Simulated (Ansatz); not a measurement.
**AlBr2 radical: one species, many methods**

The task here is to estimate one member of a computed series from the others.

Program: Ansatz 0.2.0, Gaussian basis. Level of theory: functionals in def2-TZVPP, the program's frozen cores in correlated methods. These are calculated values, not measurements.

The runs, in order: LDA (SPW92), PBE-D4, revPBE-D4, BLYP-D4, r2SCAN-D4, B97M-V, PBE0-D4, B3LYP-D4, r2SCANh-D4, r2SCAN0-D4, HSE06-D4, BHLYP-D4, CAM-B3LYP-D4, LC-ωPBE, ωB97X-V, ωB97M-V, B2PLYP, PBE-QIDH; CCSD(T)/def2-SVP; CCSD(T)/def2-TZVPP; MP2/def2-QZVPP; extrapolation to the limit; RPA on PBE.

## The relaxed structure

The geometry comes from an earlier relaxation with PBE0-D4 in a triple-zeta def2 set; it is a stationary point.

SMILES `[Br][Al][Br]`, 3 atoms, charge 0, spin multiplicity 2.

Atoms are counted from 1 here; the program's logs count them from 0.

Bond lengths: Br1–Al2 2.266 Å, Al2–Br3 2.266 Å. Angles: Br1–Al2–Br3 119.1°.

Geometry (Å):

```tsv
atom	x (Å)	y (Å)	z (Å)
Br1	0.6070	1.7998	0.5194
Al2	0.5690	-0.4519	0.2652
Br3	-1.1869	-1.4127	-0.7978
```

The first run:

in.yaml reads:

```yaml
crystal:
  periodic: [false, false, false]
  atoms:
    - {symbol: Br, position_ang: [0.607022, 1.799798, 0.519438]}
    - {symbol: Al, position_ang: [0.569024, -0.451947, 0.265199]}
    - {symbol: Br, position_ang: [-1.186946, -1.412652, -0.797837]}
basis:
  gaussian: {orbitals: def2-TZVPP}
magnetization: {spin_polarized: true, initial_magnetization: 1}
hamiltonian: {xc: lda}
output: {orbitals: {seedname: orbitals}}
```

Among the steps run: LDA; PBE-D4 (GGA); revPBE-D4 (GGA); BLYP-D4 (GGA); r2SCAN-D4 (meta-GGA); B97M-V (meta-GGA); PBE0-D4 (hybrid); B3LYP-D4 (hybrid); r2SCANh-D4 (hybrid); r2SCAN0-D4 (hybrid); HSE06-D4 (hybrid); BHLYP-D4 (hybrid); CAM-B3LYP-D4 (range-separated); LC-ωPBE-D4 (range-separated; the results give it without D4); ωB97X-V (range-separated); ωB97M-V (range-separated); B2PLYP (double hybrid); PBE-QIDH (double hybrid).

One table of the session follows, with a row left open; its other results are not shown here.

It belongs to the step «Frontier levels by functional». 

| functional | HOMO (eV) | LUMO (eV) | gap (eV) |
| --- | --- | --- | --- |
| LDA (SPW92) | -5.59 | -4.54 | 1.05 |
| PBE-D4 | -5.55 | -4.16 | 1.39 |
| revPBE-D4 | -5.52 | -4.00 | 1.52 |
| BLYP-D4 | -5.34 | -4.18 | 1.16 |
| r2SCAN-D4 | -5.87 | -3.67 | 2.20 |
| B97M-V | -5.55 | -4.38 | 1.17 |
| PBE0-D4 | -6.58 | -3.38 | 3.19 |
| B3LYP-D4 | -6.32 | -3.74 | 2.58 |
| r2SCANh-D4 | -6.24 | -3.45 | 2.79 |
| r2SCAN0-D4 | -6.80 | -3.12 | 3.68 |
| HSE06-D4 | -6.19 | -3.76 | 2.43 |
| BHLYP-D4 | -7.41 | -2.73 | 4.69 |
| CAM-B3LYP-D4 | ? | ? | ? |
| LC-ωPBE | -9.07 | -1.27 | 7.80 |
| ωB97X-V | -8.60 | -1.78 | 6.82 |
| ωB97M-V | -8.23 | -1.97 | 6.26 |

Estimate the missing values for CAM-B3LYP-D4.

The run gave: HOMO (eV): -7.73; LUMO (eV): -2.61; gap (eV): 5.12. In the column «HOMO (eV)» it lies between ωB97M-V (-8.23) and BHLYP-D4 (-7.41).
